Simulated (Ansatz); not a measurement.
**MoSb (zincblende): other levels of theory at one geometry**

The task here is to estimate one member of a computed series from the others.

Computed with Ansatz 0.2.0 (DFT at several levels, plane waves, PAW, unless a step's input says otherwise).

3 further runs of the same task are left out: 2 that didn't finish, 1 set aside as unsound or not needed. Runs told in other sessions of the task aren't counted.

**The system as given**

It takes space group F-43m (No. 216, cubic). Conventional cell: a = 6.125 Å, b = 6.125 Å, c = 6.125 Å, α = 90.00°, β = 90.00°, γ = 90.00°. Around Mo (site symmetry -43m) lie 4 Sb at 2.65 Å. Sb (site symmetry -43m) is surrounded by 4 Mo at 2.65 Å.

As a file:

```
Mo Sb
1.0
     0.00000    3.06263    3.06263
     3.06263    0.00000    3.06263
     3.06263    3.06263    0.00000
Mo Sb
1 1
Cartesian
  0.0000 0.0000 0.0000
  1.5313 1.5313 1.5313
```

This cell comes from an earlier session at PBE: 28.726 Å³/atom at -0.01 GPa, on a 10×10×10 mesh, no gap.

Levels to run: PBE+SOC; r²SCAN; PBEsol; LDA. Hardware: 2 threads of Arm Neoverse V1, shared host.

Set-up of the first run:

input.yaml reads:

```yaml
crystal:
  lattice:
    - [0.0, 3.0626261251, 3.0626261251]
    - [3.0626261251, 0.0, 3.0626261251]
    - [3.0626261251, 3.0626261251, 0.0]
  atoms:
    - { symbol: Mo, position: [0.0, 0.0, 0.0] }
    - { symbol: Sb, position: [0.25, 0.25, 0.25] }
basis:
  ecutwfc: 420
  ecutrho_ratio: 4
kpoints:
  mp_grid: { grid: [10, 10, 10] }
hamiltonian:
  xc: pbe
scf:
  occupations: { method: gaussian, width: 0.05 }
output:
  forces: true
  stress: true
  eigenvalues: true
  populations: true
  dos: { projected: true, de: 0.02 }
  write_density: true
  write_potential: true
  elf: true
  volumetric_format: npy
magnetization:
  noncollinear: true
  spin_orbit: true
```

Run with:

```console
ansatz run input.yaml --threads 2 --pin off --max-ram 2662MiB --backend cpu --events-out ev --progress --plain --runs-dir out
```

Steps of the session up to this table: PBE+SOC; r²SCAN; PBEsol; LDA.

One of the session's tables, all rows but one given; the rest of the session is left out.

| level | pressure (GPa) |
| --- | --- |
| PBE | 0.0 |
| LDA | -5.0 |
| PBEsol | ? |
| PBE+SOC | 0.0 |
| r²SCAN | -1.2 |

Estimate the missing values for PBEsol.

The run gave: pressure (GPa): -3.2. In the column «pressure (GPa)» it lies between LDA (-5.0) and r²SCAN (-1.2).

The pressure runs from -5.0 GPa (LDA) to 0.0 GPa (PBE+SOC); a negative pressure means that level wants a smaller cell, a positive one a larger cell. Total energies of different levels have different zeros and can't be compared.
